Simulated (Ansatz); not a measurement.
# P (P, beta-Sn type): the cost of one run

Program: Ansatz 0.2.0. Level of theory: DFT PBEsol, plane waves (420 eV) with PAW, scalar-relativistic; PAW files made under PBE, frozen cores solved again for the functional. These are calculated values, not measurements.

### Step 1. Starting point

The structure is tetragonal, space group I4_1/amd (No. 141). Conventional cell: a = 4.892 Å, b = 4.892 Å, c = 2.671 Å, α = 90.00°, β = 90.00°, γ = 90.00°. P (site symmetry -4m2) has 6 P at 2.54 to 2.67 Å as nearest neighbours.

Structure file:

```
CELL_PARAMETERS angstrom
-2.44617 2.44617 1.33561
2.44617 -2.44617 1.33561
2.44617 2.44617 -1.33561
ATOMIC_POSITIONS crystal
P 0.00000 0.00000 0.00000
P 0.75000 0.25000 0.50000
```

### Step 2. Relaxing cell and atoms

input.yaml

```yaml
crystal:
  lattice:
    - [-2.4461665399, 2.4461665399, 1.3356069308]
    - [2.4461665399, -2.4461665399, 1.3356069308]
    - [2.4461665399, 2.4461665399, -1.3356069308]
  atoms:
    - { symbol: P, position: [0.0, 0.0, 0.0] }
    - { symbol: P, position: [0.75, 0.25, 0.5] }
hamiltonian:
  xc: pbesol
  pseudopotentials:
    kind: paw
    azcp:
      P: "pseudopotentials/P.paw.azcp"
basis:
  ecutwfc: 420
  fft_grid_basis: typed
kpoints:
  mp_grid: { grid: [13, 13, 9], shift: [0, 0, 0] }
magnetization:
  spin_polarized: false
scf:
  occupations: { method: fermi_dirac, width: 0.1 }
relax:
  max_steps: 60
  f_tol: 0.01
  cell: {}
```

What time and memory should one allow on 2 threads of Arm Neoverse V1, shared host?

About 69 s, with a peak of 0.42 GiB.
